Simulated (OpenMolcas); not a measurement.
# Pd²⁺ among point charges: CASSCF levels and susceptibility

How does a field of 6 point charges split the states of Pd²⁺, and what χT follows?

The numbers are computed with OpenMolcas 26.06 (state-averaged CASSCF, spin-orbit coupling by RASSI with atomic mean-field integrals), except any that are marked as measured or tabulated.

1 further run of the same task is left out (it didn't finish).

## (1) The atom as given

```
Species                           : Pd²⁺ (palladium, Z = 46, 44 electrons)
Basis                             : ANO-RCC-VDZP [6s5p3d1f], 43 functions
Scalar Hamiltonian                : DKH2, point nucleus
Inactive shells                   : 1s 2s 2p 3s 3p 3d 4s 4p
Active space                      : 8 electrons in 5 orbitals (4d)
Some configurations of this space : 4d8
Orbitals                          : optimised for each spin and parity, averaged over all roots
```

Outer shells as boxes (Hund's rule):

4d8
```
4d [↑↓][↑↓][↑↓][↑ ][↑ ]
```

The ion sits among 6 point charges of -1.7 e arranged as a tetragonal octahedron (D4h), 2.01 Å from the ion, with the axial distance 1.729 Å. The active orbitals were held to one l.

Each step is its own input file, run in one work folder so that later steps find the files of earlier ones. Labels, J, g values, rates, χT and fits are worked out afterwards by a script from the matrices that RASSI stores. The input lists half of the charges; inversion (Group=XYZ) makes the rest.

## (2) Basis and integrals

Contents of a.inp:

```
&GATEWAY
Coord
1

Pd 0.0 0.0 0.0
Basis=ANO-RCC-VDZP
Group=XYZ
NoMove
AngMom=0.0 0.0 0.0
AMFI
XField
3 Angstrom 0
2.010000 0.000000 0.000000 -1.700000
0.000000 2.010000 0.000000 -1.700000
0.000000 0.000000 1.728600 -1.700000
&SEWARD
```

On the command line:

```sh
$ OMP_NUM_THREADS=1 MOLCAS_MEM=1689 MOLCAS_PROJECT=a pymolcas a.inp > a.log
```

## (3) CASSCF: triplets of even parity, 10 roots

Contents of a.inp:

```
&RASSCF
FileOrb=start.orb
Symmetry=1
Spin=3
nActEl=8 0 0
Inactive=9 9
Ras2=5 0
CIRoot=10 10 1
SDav=10
CIMx=300
Iter=120 100
PrWF=0.3
OrbListing=Nothing
MaxOrb=0
SupSym
1
15 4 5 6 7 8 10 11 12 13 14 17 18 19 20 21
0
>>> COPY $Project.JobIph JOB001
```

start.orb holds the contracted functions of the basis, ordered by shell, or the orbitals of the step before.

## (4) Reference wave functions, singlets of even parity, 15 roots

Contents of a.inp:

```
&RASSCF
FileOrb=start.orb
Symmetry=1
Spin=1
nActEl=8 0 0
Inactive=9 9
Ras2=5 0
CIRoot=15 15 1
SDav=15
CIMx=300
Iter=120 100
PrWF=0.3
OrbListing=Nothing
MaxOrb=0
SupSym
1
15 4 5 6 7 8 10 11 12 13 14 17 18 19 20 21
0
>>> COPY $Project.JobIph JOB002
```

## (5) State interaction with spin-orbit coupling

Contents of a.inp:

```
&RASSI
NrOfJobIphs=2 10 15
1 2 3 4 5 6 7 8 9 10
1 2 3 4 5 6 7 8 9 10 11 12 13 14 15
IphNames
JOB001
JOB002
EJob
SpinOrbit
DIPRint=1.0
SOCoupling=1000.0
Subsets=2
Property=9
'ANGMOM' 1 'ANGMOM' 2 'ANGMOM' 3 'MLTPL  1' 1 'MLTPL  1' 2 'MLTPL  1' 3
'AMFI' 1 'AMFI' 2 'AMFI' 3
SOProperty=3
'ANGMOM' 1 'ANGMOM' 2 'ANGMOM' 3
```

**Question.** What will these runs give? Wanted: spin-free ground state; first state of the same spin within the active space; lowest level; next level.

**Answer**, as computed:

| quantity | value |
| --- | --- |
| method | CASSCF |
| spin-free ground state | 3B1, 1-fold in its orbital part |
| first state of the same spin within the active space | 3E at 8680 cm⁻¹ |
| lowest level | 1-fold B2 |
| next level | 1.0 cm⁻¹ |
| χT at 300 K | 1.66 cm³ K/mol |
| effective moment at 300 K | 3.65 μB |

**Reading.** The spin-free ground state (3B1) comes to 100 % from free-ion F terms and keeps the highest spin of the shell. χT at 300 K is 1.66, against 1.00 cm³ K/mol for the spin alone, so orbital moment adds to it. The field of point charges can differ much from that of real complexes. This is an electrostatic model: the charges have no orbitals.
